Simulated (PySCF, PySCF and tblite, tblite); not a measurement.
**C₇H₅FO₂: conformers and averaged spectra**

Aim: find the conformers of C₇H₅FO₂ (`O=C(O)c1ccccc1F`), weigh them, and average their properties.

Programs: PySCF 2.14.0 with density-fitted response routines of our own, and tblite 0.8.0. All values are computed, except where a source is named. Atoms count from 0 throughout.

## Step 1: The starting structure

15 atoms, charge 0, multiplicity 1; geometry from: MMFF94s geometry.

Bonds of the start (Å): C1–C3 1.47, C1–O2 1.35, C3–C4 1.40, C3–C8 1.40, C4–C5 1.40, C4–H11 1.09, C5–C6 1.39, C5–H12 1.09, C6–C7 1.40, C6–H13 1.09, C7–C8 1.39, C7–H14 1.09, C8–F9 1.33, O0–C1 1.22, O2–H10 0.97.

## Step 2: GFN2-xTB relaxation, conformer 1

The job: settings as JSON, then the geometry in Å.

```
{"job": {"xc": "GFN2-xTB", "basis": "xTB", "kind": "relax"}, "charge": 0, "multiplicity": 1}
O      2.378500     1.753300     0.395900
C      1.985100     0.631400     0.130900
O      2.877400    -0.355400    -0.119400
C      0.574000     0.218100     0.042700
C     -0.404100     1.216300     0.055600
C     -1.763500     0.887600    -0.036500
C     -2.146700    -0.445200    -0.113400
C     -1.175000    -1.449200    -0.095500
C      0.177200    -1.126900    -0.016700
F      1.051000    -2.133200     0.012600
H      3.743300     0.070400    -0.035100
H     -0.114400     2.262100     0.110000
H     -2.514400     1.676800    -0.027700
H     -3.197700    -0.707700    -0.175400
H     -1.475000    -2.490500    -0.149900
```

Launch:

```sh
OMP_NUM_THREADS=1 python ens_run.py task.json out
```

The driver reads the study from task.json and runs its stages one after another.

Standard output:

```text
step      E/eV     max force
  0    -827.09575    0.943
  1    -827.12805    0.863
  2    -827.14130    0.515
  3    -827.15081    0.310
  4    -827.15810    0.194
  5    -827.16038    0.169
  6    -827.16384    0.159
  7    -827.16520    0.118
  8    -827.16584    0.054
  9    -827.16611    0.047
 10    -827.16626    0.031
 11    -827.16626    0.031
 12    -827.16630    0.021
 13    -827.16639    0.028
 14    -827.16642    0.025
 15    -827.16645    0.013
 16    -827.16646    0.012
 17    -827.16648    0.009
 18    -827.16649    0.009
 19    -827.16649    0.007
 20    -827.16650    0.006
 21    -827.16650    0.005
 22    -827.16651    0.007
 23    -827.16651    0.005
 24    -827.16651    0.005
 25    -827.16652    0.006
 26    -827.16652    0.009
 27    -827.16653    0.009
 28    -827.16654    0.006
 29    -827.16654    0.006
 30    -827.16654    0.006
 31    -827.16655    0.007
 32    -827.16655    0.006
 33    -827.16655    0.006
 34    -827.16656    0.008
 35    -827.16656    0.008
 36    -827.16657    0.008
 37    -827.16658    0.008
 38    -827.16660    0.010
 39    -827.16662    0.013
 40    -827.16665    0.017
 41    -827.16668    0.017
 42    -827.16671    0.013
 43    -827.16673    0.011
 44    -827.16675    0.011
 45    -827.16677    0.012
 46    -827.16679    0.012
 47    -827.16682    0.018
 48    -827.16685    0.021
 49    -827.16689    0.021
 50    -827.16693    0.024
 51    -827.16694    0.031
 52    -827.16696    0.010
 53    -827.16698    0.010
 54    -827.16701    0.010
 55    -827.16702    0.012
 56    -827.16704    0.012
 57    -827.16705    0.010
 58    -827.16705    0.008
 59    -827.16706    0.008
 60    -827.16707    0.009
 61    -827.16707    0.009
 62    -827.16708    0.006
 63    -827.16709    0.011
 64    -827.16709    0.010
 65    -827.16710    0.009
 66    -827.16711    0.007
 67    -827.16711    0.008
 68    -827.16712    0.008
 69    -827.16713    0.006
 70    -827.16713    0.005
 71    -827.16713    0.007
 72    -827.16714    0.004
```

It took 0.32 s on 1 thread of Arm Neoverse V2, shared host.

Relaxing gained 0.071 eV and moved the atoms by 0.10 Å on average (rms).

**GFN2-xTB relaxation, conformer 2**

The job: settings as JSON, then the geometry in Å.

```
{"job": {"xc": "GFN2-xTB", "basis": "xTB", "kind": "relax"}, "charge": 0, "multiplicity": 1}
O      2.756000     1.160900    -0.414100
C      2.076300     0.178200    -0.192900
O      2.688100    -1.024800    -0.002800
C      0.607200     0.093900    -0.069900
C     -0.039900    -1.131500     0.216300
C     -1.436900    -1.179700     0.315300
C     -2.186800    -0.014900     0.154700
C     -1.544400     1.197400    -0.105800
C     -0.155800     1.237100    -0.217400
F      0.401500     2.425900    -0.473300
H      3.629200    -0.817400    -0.114000
H      0.529100    -2.049600     0.338300
H     -1.931400    -2.123900     0.537600
H     -3.266900    -0.056900     0.240600
H     -2.129700     2.113500    -0.234600
```

Standard output:

```text
step      E/eV     max force
  0    -827.03796    1.093
  1    -827.07901    1.051
  2    -827.09670    0.453
  3    -827.10887    0.282
  4    -827.11688    0.192
  5    -827.11941    0.154
  6    -827.12222    0.142
  7    -827.12375    0.109
  8    -827.12455    0.083
  9    -827.12506    0.068
 10    -827.12553    0.054
 11    -827.12598    0.064
 12    -827.12646    0.061
 13    -827.12699    0.066
 14    -827.12752    0.068
 15    -827.12797    0.065
 16    -827.12832    0.053
 17    -827.12861    0.050
 18    -827.12883    0.046
 19    -827.12896    0.025
 20    -827.12896    0.025
 21    -827.12900    0.022
 22    -827.12906    0.018
 23    -827.12907    0.018
 24    -827.12909    0.008
 25    -827.12909    0.007
 26    -827.12910    0.007
 27    -827.12910    0.005
 28    -827.12911    0.003
```

Run time: 0.16 s. Hardware: 1 thread of Arm Neoverse V2, shared host.

Gain 0.091 eV; displacement 0.04 Å root mean square.

## Step 3: Shieldings, conformer 1: CAM-B3LYP/pcSseg-1

The job: settings as JSON, then the geometry in Å.

```
{"job": {"xc": "CAM-B3LYP", "basis": "pcSseg-1", "kind": "nmr", "pop": true}, "charge": 0, "multiplicity": 1}
O      2.321949     1.809480     0.176900
C      1.986384     0.653804     0.093331
O      2.867581    -0.346343     0.053914
C      0.569414     0.216853     0.025791
C     -0.413702     1.207255     0.054800
C     -1.753814     0.883225    -0.000266
C     -2.139963    -0.446183    -0.086216
C     -1.185264    -1.446303    -0.117745
C      0.157413    -1.112218    -0.062012
F      1.047665    -2.113901    -0.095709
H      3.772372    -0.001220     0.101299
H     -0.086499     2.233704     0.122354
H     -2.499178     1.662769     0.023933
H     -3.186657    -0.706104    -0.128554
H     -1.462115    -2.486828    -0.183733
```

Standard output:

```text
coarse grid: 13960 points
cycle   1  E = -519.4727082566  dE =  2.332e+00  |g| = 1.087e+00  |ddm| = 3.963e+00
cycle   2  E = -519.2467397306  dE =  2.260e-01  |g| = 1.611e+00  |ddm| = 2.574e+00
cycle   3  E = -519.6852421067  dE = -4.385e-01  |g| = 2.170e-01  |ddm| = 1.751e+00
cycle   4  E = -519.6925696149  dE = -7.328e-03  |g| = 8.783e-02  |ddm| = 2.200e-01
cycle   5  E = -519.6938088819  dE = -1.239e-03  |g| = 1.653e-02  |ddm| = 7.084e-02
cycle   6  E = -519.6938653760  dE = -5.649e-05  |g| = 6.329e-03  |ddm| = 2.257e-02
cycle   7  E = -519.6938741198  dE = -8.744e-06  |g| = 1.547e-03  |ddm| = 7.432e-03
final grid: 139336 points
cycle   8  E = -519.7979523286  dE = -3.312e-05  |g| = 5.413e-03  |ddm| = 3.260e-02
cycle   9  E = -519.7979488035  dE =  3.525e-06  |g| = 7.367e-03  |ddm| = 1.215e-02
cycle  10  E = -519.7979576697  dE = -8.866e-06  |g| = 7.016e-04  |ddm| = 6.703e-03
cycle  11  E = -519.7979577478  dE = -7.810e-08  |g| = 3.533e-04  |ddm| = 7.491e-04
cycle  12  E = -519.7979577691  dE = -2.135e-08  |g| = 9.988e-05  |ddm| = 4.354e-04
cycle  13  E = -519.7979577714  dE = -2.257e-09  |g| = 2.082e-05  |ddm| = 1.047e-04
cycle  14  E = -519.7979577715  dE = -1.539e-10  |g| = 9.682e-06  |ddm| = 4.230e-05
converged SCF energy = -519.7979577715

GIAO shielding tensors (ppm)
atom      isotropic    diamagn.    paramagn.     s11        s22        s33       span
  0 O      -83.109     404.098    -487.206   -299.372   -224.223    274.269    573.642
  1 C       11.186     243.653    -232.467    -90.906     54.110     70.352    161.258
  2 O      129.578     389.338    -259.760    -14.804    153.181    250.357    265.162
  3 C       60.635     264.948    -204.314    -12.953     40.111    154.746    167.699
  4 C       39.664     249.633    -209.969    -71.992     17.187    173.797    245.789
  5 C       53.131     254.230    -201.099    -58.114     39.625    177.883    235.998
  6 C       39.621     254.640    -215.019    -76.061     22.402    172.522    248.582
  7 C       59.103     257.155    -198.051    -32.155     45.703    163.762    195.917
  8 C        6.790     245.106    -238.316    -77.991     14.573     83.787    161.779
  9 F      284.083     475.879    -191.796    199.152    265.073    388.024    188.872
 10 H       25.069      27.847      -2.779     20.462     21.222     33.522     13.061
 11 H       23.104      32.074      -8.970     18.844     22.774     27.695      8.851
 12 H       24.298      30.258      -5.960     20.805     25.069     27.019      6.214
 13 H       23.968      29.657      -5.689     20.825     24.212     26.868      6.043
 14 H       24.366      30.015      -5.649     20.765     24.579     27.754      6.989
```

It took 31 s on 1 thread of Arm Neoverse V2, shared host; peak memory 0.98 GiB.

Key values: HOMO -8.85 eV, LUMO -0.53 eV; dipole 1.90 D.

## Step 4: Shieldings, conformer 2: CAM-B3LYP/pcSseg-1

The job: settings as JSON, then the geometry in Å.

```
{"job": {"xc": "CAM-B3LYP", "basis": "pcSseg-1", "kind": "nmr", "pop": false}, "charge": 0, "multiplicity": 1}
O      2.726664     1.162649    -0.416302
C      2.082515     0.174799    -0.184682
O      2.666240    -1.024831    -0.003899
C      0.605798     0.106442    -0.063956
C     -0.036731    -1.102553     0.205006
C     -1.411735    -1.165459     0.315586
C     -2.175946    -0.018798     0.159566
C     -1.563732     1.192060    -0.107766
C     -0.184615     1.247292    -0.217118
F      0.373296     2.434452    -0.475914
H      3.627147    -0.929278    -0.092844
H      0.563786    -1.990074     0.324934
H     -1.890719    -2.109755     0.523507
H     -3.250765    -0.066891     0.246003
H     -2.135618     2.097933    -0.234034
```

Standard output:

```text
coarse grid: 13960 points
cycle   1  E = -519.4695948191  dE =  2.328e+00  |g| = 1.089e+00  |ddm| = 3.968e+00
cycle   2  E = -519.2469510700  dE =  2.226e-01  |g| = 1.612e+00  |ddm| = 2.449e+00
cycle   3  E = -519.6844001000  dE = -4.374e-01  |g| = 2.117e-01  |ddm| = 1.627e+00
cycle   4  E = -519.6912861967  dE = -6.886e-03  |g| = 8.892e-02  |ddm| = 2.107e-01
cycle   5  E = -519.6926146201  dE = -1.328e-03  |g| = 1.688e-02  |ddm| = 7.550e-02
cycle   6  E = -519.6926753925  dE = -6.077e-05  |g| = 6.212e-03  |ddm| = 2.231e-02
cycle   7  E = -519.6926839661  dE = -8.574e-06  |g| = 1.596e-03  |ddm| = 6.929e-03
final grid: 139336 points
cycle   8  E = -519.7968991331  dE = -3.379e-05  |g| = 5.296e-03  |ddm| = 2.939e-02
cycle   9  E = -519.7968957219  dE =  3.411e-06  |g| = 7.230e-03  |ddm| = 1.133e-02
cycle  10  E = -519.7969041886  dE = -8.467e-06  |g| = 7.135e-04  |ddm| = 6.464e-03
cycle  11  E = -519.7969042696  dE = -8.105e-08  |g| = 3.461e-04  |ddm| = 7.491e-04
cycle  12  E = -519.7969042891  dE = -1.948e-08  |g| = 9.916e-05  |ddm| = 3.799e-04
cycle  13  E = -519.7969042913  dE = -2.165e-09  |g| = 1.924e-05  |ddm| = 1.007e-04
cycle  14  E = -519.7969042914  dE = -1.387e-10  |g| = 8.798e-06  |ddm| = 4.113e-05
converged SCF energy = -519.7969042914

GIAO shielding tensors (ppm)
atom      isotropic    diamagn.    paramagn.     s11        s22        s33       span
  0 O     -105.223     401.563    -506.785   -339.304   -256.060    279.696    619.000
  1 C       14.294     243.876    -229.582    -92.348     61.797     73.434    165.781
  2 O      133.763     391.157    -257.394     -8.302    144.403    265.188    273.490
  3 C       60.809     265.490    -204.681    -13.447     40.641    155.232    168.678
  4 C       41.487     249.884    -208.398    -64.867     18.170    171.157    236.024
  5 C       53.705     253.926    -200.221    -57.526     40.881    177.758    235.284
  6 C       39.779     254.726    -214.948    -76.079     21.989    173.426    249.505
  7 C       58.695     257.514    -198.820    -32.946     45.094    163.936    196.883
  8 C        5.415     244.739    -239.324    -84.918     17.351     83.812    168.730
  9 F      287.345     475.652    -188.307    187.450    264.937    409.649    222.199
 10 H       25.491      28.306      -2.815     20.584     22.103     33.788     13.204
 11 H       23.272      31.725      -8.453     18.759     22.724     28.332      9.573
 12 H       24.379      30.319      -5.940     20.898     25.109     27.130      6.231
 13 H       23.967      29.657      -5.691     20.838     24.230     26.831      5.992
 14 H       24.332      29.831      -5.500     20.775     24.572     27.648      6.872
```

Wall time 30 s (1 thread of Arm Neoverse V2, shared host); peak memory 1 GiB.

Key values: HOMO -8.82 eV, LUMO -0.54 eV; dipole 3.35 D.

## Step 5: Couplings, conformer 1: B3LYP/pcJ-1+6-31G*

The job: settings as JSON, then the geometry in Å.

```
{"job": {"xc": "B3LYP", "basis": {"default": "6-31G*", "H": "pcJ-1", "F": "pcJ-1"}, "nuclei": ["H", "F", "P", "Si", "B"], "kind": "j"}, "charge": 0, "multiplicity": 1}
O      2.321949     1.809480     0.176900
C      1.986384     0.653804     0.093331
O      2.867581    -0.346343     0.053914
C      0.569414     0.216853     0.025791
C     -0.413702     1.207255     0.054800
C     -1.753814     0.883225    -0.000266
C     -2.139963    -0.446183    -0.086216
C     -1.185264    -1.446303    -0.117745
C      0.157413    -1.112218    -0.062012
F      1.047665    -2.113901    -0.095709
H      3.772372    -0.001220     0.101299
H     -0.086499     2.233704     0.122354
H     -2.499178     1.662769     0.023933
H     -3.186657    -0.706104    -0.128554
H     -1.462115    -2.486828    -0.183733
```

Standard output:

```text
coarse grid: 13960 points
cycle   1  E = -519.9010860007  dE =  2.018e+00  |g| = 1.087e+00  |ddm| = 4.134e+00
cycle   2  E = -519.3497852264  dE =  5.513e-01  |g| = 1.997e+00  |ddm| = 2.827e+00
cycle   3  E = -520.0917642694  dE = -7.420e-01  |g| = 4.145e-01  |ddm| = 2.128e+00
cycle   4  E = -520.1252424248  dE = -3.348e-02  |g| = 1.041e-01  |ddm| = 4.348e-01
cycle   5  E = -520.1269315379  dE = -1.689e-03  |g| = 3.543e-02  |ddm| = 9.309e-02
cycle   6  E = -520.1272195345  dE = -2.880e-04  |g| = 9.445e-03  |ddm| = 4.079e-02
cycle   7  E = -520.1272382803  dE = -1.875e-05  |g| = 3.660e-03  |ddm| = 1.170e-02
cycle   8  E = -520.1272415459  dE = -3.266e-06  |g| = 9.248e-04  |ddm| = 3.889e-03
final grid: 139336 points
cycle   9  E = -520.0596637686  dE = -6.668e-05  |g| = 7.448e-03  |ddm| = 3.546e-02
cycle  10  E = -520.0596462844  dE =  1.748e-05  |g| = 1.222e-02  |ddm| = 1.697e-02
cycle  11  E = -520.0596752874  dE = -2.900e-05  |g| = 1.949e-03  |ddm| = 1.135e-02
cycle  12  E = -520.0596760050  dE = -7.176e-07  |g| = 5.938e-04  |ddm| = 2.027e-03
cycle  13  E = -520.0596760648  dE = -5.989e-08  |g| = 1.802e-04  |ddm| = 6.360e-04
cycle  14  E = -520.0596760708  dE = -5.913e-09  |g| = 4.322e-05  |ddm| = 1.828e-04
cycle  15  E = -520.0596760711  dE = -3.686e-10  |g| = 2.053e-05  |ddm| = 5.787e-05
converged SCF energy = -520.0596760711

Indirect spin-spin couplings (Hz)
  i      j    bonds     total        FC       PSO       DSO        SD
  9 F   10 H    5      3.349     3.694     1.353    -1.737     0.039
  9 F   11 H    4      6.318     7.339     0.597    -1.434    -0.185
  9 F   12 H    5     -0.682     0.368     0.518    -1.386    -0.181
  9 F   13 H    4      3.976     4.096     1.327    -1.314    -0.134
  9 F   14 H    3     10.540    14.165    -2.879     0.153    -0.900
 10 H   11 H    5     -0.356     0.119     0.948    -1.423         -
 10 H   12 H    6     -0.171     0.239     0.822    -1.232         -
 10 H   13 H    7     -0.376     0.033     0.837    -1.246         -
 10 H   14 H    6     -0.465    -0.039     1.019    -1.444         -
 11 H   12 H    3      8.988     9.147     0.125    -0.284         -
 11 H   13 H    4      1.035     1.664     1.159    -1.788         -
 11 H   14 H    5     -0.252     0.387     1.176    -1.815         -
 12 H   13 H    3      8.266     8.473     0.217    -0.424         -
 12 H   14 H    4      0.239     0.895     1.175    -1.830         -
 13 H   14 H    3      9.335     9.547     0.151    -0.363         -
```

It took 28 s on 1 thread of Arm Neoverse V2, shared host; peak memory 0.94 GiB.

In short: HOMO -7.10 eV, LUMO -1.42 eV; dipole 1.82 D.

## Step 6: Couplings, conformer 2: B3LYP/pcJ-1+6-31G*

The job: settings as JSON, then the geometry in Å.

```
{"job": {"xc": "B3LYP", "basis": {"default": "6-31G*", "H": "pcJ-1", "F": "pcJ-1"}, "nuclei": ["H", "F", "P", "Si", "B"], "kind": "j"}, "charge": 0, "multiplicity": 1}
O      2.726664     1.162649    -0.416302
C      2.082515     0.174799    -0.184682
O      2.666240    -1.024831    -0.003899
C      0.605798     0.106442    -0.063956
C     -0.036731    -1.102553     0.205006
C     -1.411735    -1.165459     0.315586
C     -2.175946    -0.018798     0.159566
C     -1.563732     1.192060    -0.107766
C     -0.184615     1.247292    -0.217118
F      0.373296     2.434452    -0.475914
H      3.627147    -0.929278    -0.092844
H      0.563786    -1.990074     0.324934
H     -1.890719    -2.109755     0.523507
H     -3.250765    -0.066891     0.246003
H     -2.135618     2.097933    -0.234034
```

Standard output:

```text
coarse grid: 13960 points
cycle   1  E = -519.8979684033  dE =  2.015e+00  |g| = 1.089e+00  |ddm| = 4.137e+00
cycle   2  E = -519.3586949715  dE =  5.393e-01  |g| = 1.987e+00  |ddm| = 2.813e+00
cycle   3  E = -520.0935407879  dE = -7.348e-01  |g| = 3.977e-01  |ddm| = 2.091e+00
cycle   4  E = -520.1237614199  dE = -3.022e-02  |g| = 1.073e-01  |ddm| = 4.082e-01
cycle   5  E = -520.1256072206  dE = -1.846e-03  |g| = 3.963e-02  |ddm| = 1.106e-01
cycle   6  E = -520.1259921397  dE = -3.849e-04  |g| = 1.127e-02  |ddm| = 4.892e-02
cycle   7  E = -520.1260232120  dE = -3.107e-05  |g| = 3.516e-03  |ddm| = 1.321e-02
cycle   8  E = -520.1260262836  dE = -3.072e-06  |g| = 8.066e-04  |ddm| = 3.702e-03
final grid: 139336 points
cycle   9  E = -520.0585096495  dE = -6.652e-05  |g| = 7.439e-03  |ddm| = 3.212e-02
cycle  10  E = -520.0584922351  dE =  1.741e-05  |g| = 1.225e-02  |ddm| = 1.651e-02
cycle  11  E = -520.0585208536  dE = -2.862e-05  |g| = 2.130e-03  |ddm| = 1.145e-02
cycle  12  E = -520.0585217373  dE = -8.837e-07  |g| = 5.913e-04  |ddm| = 2.220e-03
cycle  13  E = -520.0585217946  dE = -5.724e-08  |g| = 1.712e-04  |ddm| = 5.831e-04
cycle  14  E = -520.0585217997  dE = -5.166e-09  |g| = 3.903e-05  |ddm| = 1.636e-04
cycle  15  E = -520.0585218000  dE = -2.824e-10  |g| = 1.943e-05  |ddm| = 5.286e-05
converged SCF energy = -520.0585218000

Indirect spin-spin couplings (Hz)
  i      j    bonds     total        FC       PSO       DSO        SD
  9 F   10 H    5     -0.330    -0.026     0.932    -1.226    -0.010
  9 F   11 H    4      6.506     7.615     0.509    -1.439    -0.179
  9 F   12 H    5     -1.059    -0.063     0.568    -1.395    -0.170
  9 F   13 H    4      3.930     4.057     1.341    -1.328    -0.140
  9 F   14 H    3     10.716    14.488    -3.001     0.121    -0.892
 10 H   11 H    5     -0.640    -0.039     1.346    -1.948         -
 10 H   12 H    6     -0.409    -0.010     0.862    -1.261         -
 10 H   13 H    7     -0.373     0.040     0.812    -1.225         -
 10 H   14 H    6     -0.192     0.230     0.886    -1.307         -
 11 H   12 H    3      9.007     9.143     0.083    -0.219         -
 11 H   13 H    4      0.954     1.575     1.152    -1.773         -
 11 H   14 H    5     -0.258     0.381     1.170    -1.808         -
 12 H   13 H    3      8.334     8.541     0.211    -0.417         -
 12 H   14 H    4      0.287     0.943     1.176    -1.831         -
 13 H   14 H    3      9.354     9.567     0.159    -0.372         -
```

Run time: 31 s. Hardware: 1 thread of Arm Neoverse V2, shared host; peak memory 1 GiB.

In short: HOMO -7.08 eV, LUMO -1.43 eV; dipole 3.29 D.

(Part 1 of 2 ends here.)
